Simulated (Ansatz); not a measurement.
**CH₃BO₂S: small, medium and large basis sets**

The task here is to estimate one member of a computed series from the others.

Program: Ansatz 0.2.0, Gaussian basis. Level of theory: one geometry, several basis sets. These are calculated values, not measurements.

Levels to be run: PBE0-D4/def2-SVP; ωB97M-V/def2-SVP; PBE0-D4/def2-QZVPP; ωB97M-V/def2-QZVPP; the functionals' def2-TZVPP values are taken from earlier runs.

## The geometry

An earlier PBE0-D4 in a triple-zeta def2 set relaxation fixed the geometry.

8 atoms, charge 0, spin multiplicity 1.

Atoms are counted from 1 here; the program's logs count them from 0.

Bond lengths: O1–B2 1.344 Å, O1–H6 0.959 Å, B2–O3 1.374 Å, B2–S5 1.830 Å, O3–C4 1.422 Å, C4–S5 1.837 Å, C4–H7 1.090 Å, C4–H8 1.090 Å. Angles: B2–O1–H6 114.4°, O1–B2–O3 124.6°, O1–B2–S5 136.2°, O3–B2–S5 99.2°, B2–O3–C4 95.2°, O3–C4–S5 97.1°, O3–C4–H7 111.4°, O3–C4–H8 111.4°, S5–C4–H7 112.3°, S5–C4–H8 112.3°, H7–C4–H8 111.6°, B2–S5–C4 68.5°.

Set-up of the first run:

File in.yaml:

```yaml
crystal:
  periodic: [false, false, false]
  atoms:
    - {symbol: O, position_ang: [-0.339818, 1.648013, 1.276544]}
    - {symbol: B, position_ang: [-0.118050, 0.635764, 0.420690]}
    - {symbol: O, position_ang: [0.025192, -0.680464, 0.788622]}
    - {symbol: C, position_ang: [0.220671, -1.162892, -0.534317]}
    - {symbol: S, position_ang: [0.083964, 0.457622, -1.389251]}
    - {symbol: H, position_ang: [-0.416184, 2.508407, 0.860621]}
    - {symbol: H, position_ang: [-0.570874, -1.852857, -0.826603]}
    - {symbol: H, position_ang: [1.207398, -1.610692, -0.652106]}
basis:
  gaussian: {orbitals: def2-SVP}
hamiltonian: {xc: pbe0, dispersion: d4}
output: {orbitals: {seedname: orbitals}}
```

Run with:

```bash
ansatz run in.yaml --threads 2 --pin off --events-out ev --progress --plain --max-ram 4352MiB
```

Steps of the session up to this table: PBE0-D4 in def2-SVP; ωB97M-V in def2-SVP; PBE0-D4 in def2-QZVPP; ωB97M-V in def2-QZVPP.

One table of the session follows, with a row left open; its other results are not shown here.

It belongs to the step «Density functionals: the series». 

| functional | basis | HOMO (eV) | LUMO (eV) |
| --- | --- | --- | --- |
| PBE0-D4 | def2-SVP | -7.32 | 0.59 |
| PBE0-D4 | def2-TZVPP | -7.44 | 0.00 |
| PBE0-D4 | def2-QZVPP | -7.48 | -0.23 |
| ωB97M-V | def2-SVP | -9.48 | 2.74 |
| ωB97M-V | def2-TZVPP | ? | ? |
| ωB97M-V | def2-QZVPP | -9.67 | 1.26 |

**Question.** Estimate the row for ωB97M-V, def2-TZVPP.

As computed: HOMO (eV): -9.64; LUMO (eV): 1.85. In the column «HOMO (eV)» it lies between ωB97M-V, def2-QZVPP (-9.67) and ωB97M-V, def2-SVP (-9.48).
